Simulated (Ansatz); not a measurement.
# CuAu: how the settings move a single-point run

How sensitive is a single-point run of CuAu to its settings? A reference run comes first, then one run with altered input.

Method: reference: DFT, PBEsol, PAW with Ansatz's default frozen-core files, scalar-relativistic, in Ansatz 0.2.0.

4 further runs of the same task are left out: 4 that didn't finish.

### Step 1. The starting structure

Symmetry: Cm, No. 8, monoclinic system. Conventional cell: a = 4.032 Å, b = 4.032 Å, c = 3.582 Å, α = 90.00°, β = 90.00°, γ = 90.00°. Cu (site symmetry m) is surrounded by 1 Au at 2.05 Å. Around Au (site symmetry m) lie 1 Cu at 2.05 Å.

Coordinates:

```cif
data_structure
_symmetry_space_group_name_H-M 'P 1'
_symmetry_Int_Tables_number 1
_cell_length_a 2.8507
_cell_length_b 2.8507
_cell_length_c 3.5816
_cell_angle_alpha 90.000
_cell_angle_beta 90.000
_cell_angle_gamma 90.000
_cell_volume 29.11
loop_
_atom_site_label
_atom_site_type_symbol
_atom_site_fract_x
_atom_site_fract_y
_atom_site_fract_z
_atom_site_occupancy
Cu1 Cu 0.44000 0.44000 0.44000 1
Au1 Au 0.06000 0.06000 0.06000 1
```

### Step 2. Reference

input.yaml

```yaml
crystal:
  lattice:
    - [2.8507024026, 0.0, 0.0]
    - [0.0, 2.8507024026, 0.0]
    - [0.0, 0.0, 3.58160886]
  atoms:
    - { symbol: Cu, position: [0.44, 0.44, 0.44] }
    - { symbol: Au, position: [0.06, 0.06, 0.06] }
kpoints:
  mp_grid: { grid: [11, 11, 8] }
scf:
  occupations: { method: fermi_dirac, width: 0.05 }
hamiltonian:
  xc: pbesol
  pseudopotentials: { kind: paw }
output:
  forces: true
  stress: true
  eigenvalues: true
  efg: { contact_densities: true }
  populations: true
```

Started as:

```console
ansatz run input.yaml --threads 1 --pin off --max-ram 2048MiB --backend cpu --events-out ev --progress --plain --runs-dir out
```

### Step 3. Changing settings: scf.algorithm direct_min

Edit input.yaml of step 2 so:

```diff
@@ -12,2 +12,3 @@
   occupations: { method: fermi_dirac, width: 0.05 }
+  algorithm: direct_min
 hamiltonian:
```

What does the calculation give? Wanted: for each run, ending; energy change; pressure; gap; force.

The runs gave:

```csv
run,ending,energy change,pressure (GPa),gap (eV),force (eV/Å),cycles,time
reference,converged,0,32.3,0.00,8.91,8,23 s
1: scf.algorithm direct_min,converged,0.0 meV/atom,32.3,0.00,8.91,5,44 s
```

Residual by cycle in the longest SCF loop of each run; runs are numbered as in the table. The quantity is the density residual dr2, in eV.

```csv
cycle,reference,run 1
1,0.039,0.0397
2,0.00356,0.0152
3,0.00144,4.1e-5
4,8.1e-5,4.7e-7
5,1.0e-5,6.5e-9
6,6.1e-7,-
7,1.0e-7,-
8,2.6e-9,-
```

Same state: the changed solver leaves the energy within 0.5 meV/atom. Cost: 5 SCF cycles against 8, 44 s against 23 s. The structure is not at rest: the sound run finds 32 GPa, so these are no properties of the relaxed crystal. 
